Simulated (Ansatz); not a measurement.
Here is an Ansatz input file for CH5Ge2NSe, SMILES N#[C][GeH2][Se][GeH3]. Write the same calculation for the Python package.

```yaml
crystal:
  periodic: [false, false, false]
  atoms:
    - { symbol: "N", position_ang: [4.0169, -0.3848, -0.893] }
    - { symbol: C, position_ang: [2.8968, -0.4442, -0.6088] }
    - { symbol: Ge, position_ang: [1.0636, -0.5411, -0.1438] }
    - { symbol: Se, position_ang: [0.0883, 1.5919, -0.3575] }
    - { symbol: Ge, position_ang: [-1.9923, 0.7282, 0.3295] }
    - { symbol: H, position_ang: [0.3414, -1.5355, -1.0882] }
    - { symbol: H, position_ang: [0.9259, -1.0267, 1.3217] }
    - { symbol: H, position_ang: [-2.4398, -0.3809, -0.6567] }
    - { symbol: H, position_ang: [-3.0453, 1.8655, 0.3448] }
    - { symbol: H, position_ang: [-1.8556, 0.1276, 1.752] }
basis:
  gaussian:
    orbitals: def2-SVP
hamiltonian:
  xc: pbe0
relax:
  f_tol: 0.005
```

`opt_ch5ge2nse.py`
```python
import ansatz
import numpy as np
import pandas as pd

BASIS = "def2-SVP"
FUNCTIONAL = "pbe0"

GEOMETRY = """
N     4.01690   -0.38480   -0.89300
C     2.89680   -0.44420   -0.60880
Ge    1.06360   -0.54110   -0.14380
Se    0.08830    1.59190   -0.35750
Ge   -1.99230    0.72820    0.32950
H     0.34140   -1.53550   -1.08820
H     0.92590   -1.02670    1.32170
H    -2.43980   -0.38090   -0.65670
H    -3.04530    1.86550    0.34480
H    -1.85560    0.12760    1.75200
"""

mol = ansatz.Crystal.molecule()
for line in GEOMETRY.strip().splitlines():
    symbol, *xyz = line.split()
    mol = mol.atom(symbol, [float(v) for v in xyz])

model = (
    mol.calculation()
    .basis(gaussian=BASIS)
    .functional(FUNCTIONAL)
)
symbols = [site.symbol for site in mol.cartesian_sites]
start = np.array([site.position_ang for site in mol.cartesian_sites], dtype=float)
def progress(event):
    if event["event"] == "relax_step":
        row = event["data"]
        print(f"step {row['step']:3d}  E = {row['lagrangian_ev']:.6f} eV  max force {row['allowed_force_max_ev_ang']:.4f} eV/A")


summary = model.relax(force_tolerance=0.005).session().plan().execute(on_event=progress).report
end = np.array(summary["positions_ang"])

print(f"E = {summary['free_energy_ev']:.6f} eV = {summary['free_energy_ev'] / 27.211386246:.7f} Ha")
print("converged:", summary["converged"], " doubts:", summary["published_state_doubts"] or "none")

print("bond        before    after (A)")
for i, j in [(0, 1), (1, 2), (2, 3), (2, 5), (2, 6), (3, 4), (4, 7), (4, 8), (4, 9)]:
    d0, d1 = (np.linalg.norm(xyz[i] - xyz[j]) for xyz in (start, end))
    print(f"{symbols[i]}{i}-{symbols[j]}{j}".ljust(10), f"{d0:8.4f} {d1:8.4f}")
for i, j, k in [(0, 1, 2), (1, 2, 3), (1, 2, 5), (1, 2, 6), (3, 2, 5), (3, 2, 6), (5, 2, 6), (2, 3, 4)]:
    u, v = end[i] - end[j], end[k] - end[j]
    print(f"angle {symbols[i]}{i}-{symbols[j]}{j}-{symbols[k]}{k}: {np.degrees(np.arccos(np.clip(u @ v / np.linalg.norm(u) / np.linalg.norm(v), -1, 1))):.2f} deg")

charges = summary["charge_distribution"]
table = pd.DataFrame({"atom": symbols, "mulliken": charges["mulliken_charges_e"], "lowdin": charges["lowdin_charges_e"]})
print(table.round(3).to_string())
print("dipole (e A):", np.round(charges["dipole_moment_e_ang"], 4) + 0.0)
with open("ch5ge2nse_opt.xyz", "w") as handle:
    handle.write(f"{len(symbols)}\nrelaxed CH5Ge2NSe\n")
    handle.writelines(f"{s:2s} {x:11.6f} {y:11.6f} {z:11.6f}\n" for s, (x, y, z) in zip(symbols, end))
```

```console
$ python opt_ch5ge2nse.py
step   1  E = -180945.819826 eV  max force 0.9147 eV/A
step   2  E = -180945.854560 eV  max force 0.3185 eV/A
step   3  E = -180945.865884 eV  max force 0.1550 eV/A
step   4  E = -180945.870941 eV  max force 0.1210 eV/A
step   5  E = -180945.873180 eV  max force 0.0831 eV/A
step   6  E = -180945.873712 eV  max force 0.0242 eV/A
step   7  E = -180945.873756 eV  max force 0.0110 eV/A
step   8  E = -180945.873778 eV  max force 0.0245 eV/A
step   9  E = -180945.873782 eV  max force 0.0038 eV/A
E = -180945.873812 eV = -6649.6382131 Ha
converged: True  doubts: none
bond        before    after (A)
N0-C1        1.1571   1.1595
C1-Ge2       1.8937   1.9254
Ge2-Se3      2.3551   2.3442
Ge2-H5       1.5499   1.5346
Ge2-H6       1.5500   1.5346
Se3-Ge4      2.3552   2.3683
Ge4-H7       1.5501   1.5385
Ge4-H8       1.5500   1.5337
Ge4-H9       1.5501   1.5385
angle N0-C1-Ge2: 179.91 deg
angle C1-Ge2-Se3: 105.18 deg
angle C1-Ge2-H5: 107.26 deg
angle C1-Ge2-H6: 107.26 deg
angle Se3-Ge2-H5: 112.43 deg
angle Se3-Ge2-H6: 112.43 deg
angle H5-Ge2-H6: 111.78 deg
angle Ge2-Se3-Ge4: 95.54 deg
  atom  mulliken  lowdin
0    N    -0.046   0.116
1    C    -0.209  -0.271
2   Ge     0.406   0.066
3   Se    -0.285   0.190
4   Ge     0.268   0.076
5    H    -0.024  -0.029
6    H    -0.024  -0.029
7    H    -0.035  -0.043
8    H    -0.017  -0.034
9    H    -0.035  -0.043
dipole (e A): [-0.9252 -0.2248  0.2718]
```

What to keep in mind:
- Total energies depend on the basis set; only differences at equal settings carry meaning.
- The end point is the stationary point reached from this start; no frequency run checks that it is a minimum, and the basis set is modest.
- The Löwdin charges here are taken after orthogonalising the functions within each atom; they differ from plain Löwdin charges, and their signs can be unphysical.
- Timing: 110 s on 1 thread of Intel(R) Xeon(R) 6975P-C (Granite Rapids) (shared host), peak memory 0.61 GiB.

(Lines on the test bed's own set-up are left out of the output.)
